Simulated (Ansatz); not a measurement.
# P2C2O: the cost of one run

Computed with Ansatz 0.2.0 (DFT PBE+D3(BJ), scalar-relativistic, plane waves, PAW, unless a step's input says otherwise).

## Step 1: The system as given

It takes space group P-3m1 (No. 164, trigonal). Conventional cell: a = 3.534 Å, b = 3.534 Å, c = 7.665 Å, α = 90.00°, β = 90.00°, γ = 120.00°. P (site symmetry 3m) is surrounded by 1 C at 1.30 Å. C (site symmetry 3m) has 1 P at 1.30 Å as nearest neighbours. Around O (site symmetry -3m) lie 6 C at 2.86 Å.

Structure file:

```
P C O
1.0
     3.53435    0.00000    0.00000
    -1.76718    3.06084    0.00000
     0.00000    0.00000    7.66537
P C O
2 2 1
Direct
  0.33333 0.66667 0.06795
  0.66667 0.33333 0.93205
  0.33333 0.66667 0.23773
  0.66667 0.33333 0.76227
  0.00000 0.00000 0.50000
```

Recipe of the guess: random cell by space group and Wyckoff sites (P-3m1, No. 164). Its size is a rough estimate.

## Step 2: A first look at the guess

Input file input.yaml:

```yaml
crystal:
  lattice:
    - [3.53435145, 0.0, 0.0]
    - [-1.76717573, 3.06083815, 0.0]
    - [0.0, 0.0, 7.66536985]
  atoms:
    - { symbol: P, position: [0.33333333, 0.66666667, 0.06794622] }
    - { symbol: P, position: [0.66666667, 0.33333333, 0.93205378] }
    - { symbol: C, position: [0.33333333, 0.66666667, 0.23772774] }
    - { symbol: C, position: [0.66666667, 0.33333333, 0.76227226] }
    - { symbol: O, position: [0.0, 0.0, 0.5] }
basis:
  ecutwfc: 420
kpoints:
  mp_grid: { grid: [6, 6, 2] }
hamiltonian:
  xc: pbe
  dispersion: d3bj
scf:
  occupations: { method: gaussian, width: 0.1 }
  lower_state_search: "off"
output:
  forces: true
  stress: true
  eigenvalues: true
```

On the command line:

```sh
$ ansatz run input.yaml --threads 1 --pin off --max-ram 2560MiB --backend cpu --events-out ev --progress --plain --runs-dir out
```

**Question.** How long does this run take on 1 thread of Arm Neoverse N1, shared host, and how much memory does it need?

About 3.6 s, with a peak of 0.31 GiB.
